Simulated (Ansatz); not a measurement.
# Cs2Si3: the cost of one run

Computed with Ansatz 0.2.0 (DFT PBE, scalar-relativistic, plane waves, PAW, unless a step's input says otherwise).

1 further run of the same task is left out (it didn't finish).

**1. Starting point**

Symmetry: P-3m1, No. 164, trigonal system. Conventional cell: a = 4.993 Å, b = 4.993 Å, c = 6.029 Å, α = 90.00°, β = 90.00°, γ = 120.00°. Cs (site symmetry 3m) has 8 Si at 2.94 to 3.22 Å and 3 Cs at 3.33 Å as nearest neighbours. Si (site symmetry -3m) has 6 Cs at 3.00 Å as nearest neighbours. Around Si (site symmetry 3m) lie 5 Cs at 2.94 to 3.22 Å.

Coordinates:

```
CELL_PARAMETERS angstrom
4.99348 0.00000 0.00000
-2.49674 4.32448 0.00000
0.00000 0.00000 6.02917
ATOMIC_POSITIONS crystal
Cs 0.33333 0.66667 0.13800
Cs 0.66667 0.33333 0.86200
Si 0.00000 0.00000 0.00000
Si 0.33333 0.66667 0.62500
Si 0.66667 0.33333 0.37500
```

(A quick probe on a coarse mesh, which set the mesh and smearing, is not shown.)

**3. Coarse relaxation**

File input.yaml:

```yaml
crystal:
  lattice:
    - [4.9934834536, 0.0, 0.0]
    - [-2.4967417268, 4.3244835242, 0.0]
    - [0.0, 0.0, 6.0291707706]
  atoms:
    - { symbol: Cs, position: [0.3333333333, 0.6666666667, 0.138] }
    - { symbol: Cs, position: [0.6666666667, 0.3333333333, 0.862] }
    - { symbol: Si, position: [0.0, 0.0, 0.0] }
    - { symbol: Si, position: [0.3333333333, 0.6666666667, 0.625] }
    - { symbol: Si, position: [0.6666666667, 0.3333333333, 0.375] }
basis:
  ecutwfc: 420
kpoints:
  mp_grid: { grid: [6, 6, 4] }
hamiltonian:
  xc: pbe
scf:
  occupations: { method: gaussian, width: 0.1 }
  lower_state_search: "off"
output:
  forces: true
  stress: true
  eigenvalues: true
relax:
  adjacent_minimum: "off"
  f_tol: 0.04
  max_steps: 70
  cell: { stress_tol: 0.4 }
```

Command:

```bash
$ ansatz run input.yaml --threads 1 --pin off --max-ram 2560MiB --backend cpu --events-out ev --progress --plain --runs-dir out
```

What time and memory should one allow on 1 thread of AMD EPYC (Zen 3), shared host?

About 5.4 min, with a peak of 0.44 GiB.
